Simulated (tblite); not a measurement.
# C3H9FO2Si2: the cost of one run

Computed with tblite 0.8.0 and PySCF 2.14.0, with density-fitted response routines of our own, on a single molecule in the gas phase. Atoms are numbered from 0 throughout.

## Step 1: Starting geometry

17 atoms, charge 0, multiplicity 1; geometry from: force field or distance geometry start.

Bonds of the start (Å): F0–Si1 1.68, Si1–C2 1.88, C2–C3 1.50, C3–C4 1.50, C4–O5 1.40, O5–Si6 1.72, C4–O7 1.40, O7–C2 1.39, Si1–H8 1.49, Si1–H9 1.46, C2–H10 1.11, C3–H11 1.13, C3–H12 1.10, C4–H13 1.09, Si6–H14 1.49, Si6–H15 1.45, Si6–H16 1.48.

## Step 2: Relaxing the molecule with GFN2-xTB

The job: settings as JSON, then the geometry in Å.

```
{"job": {"kind": "relax", "xc": "GFN2-xTB", "basis": "xTB"}, "charge": 0, "multiplicity": 1}
F     -3.074000    -1.985900     0.263600
Si    -2.915500    -0.340000     0.545900
C     -1.201700     0.171300    -0.026200
C     -0.249800    -0.987900    -0.146200
C      0.673000    -0.029100     0.536000
O      1.354700     0.767900    -0.393600
Si     2.967400     0.940800     0.169400
O     -0.422800     0.731100     0.973000
H     -3.044600    -0.068700     2.003400
H     -3.885300     0.464100    -0.189600
H     -1.246500     0.847400    -0.899800
H     -0.502900    -1.867700     0.508000
H     -0.001000    -1.254500    -1.179700
H      1.249900    -0.383600     1.392800
H      3.236900     2.333900     0.620000
H      3.854900     0.562100    -0.910700
H      3.200400     0.110900     1.373200
```

The run is started by

```sh
> OMP_NUM_THREADS=1 python probes_run.py task.json out
```

One launch serves the whole session: the jobs run in the order shown.

**Question.** How long does this first job take on 1 thread of Arm Neoverse V1, shared host, and how much memory does it need?

About 1.6 s, with a peak of 0.18 GiB.
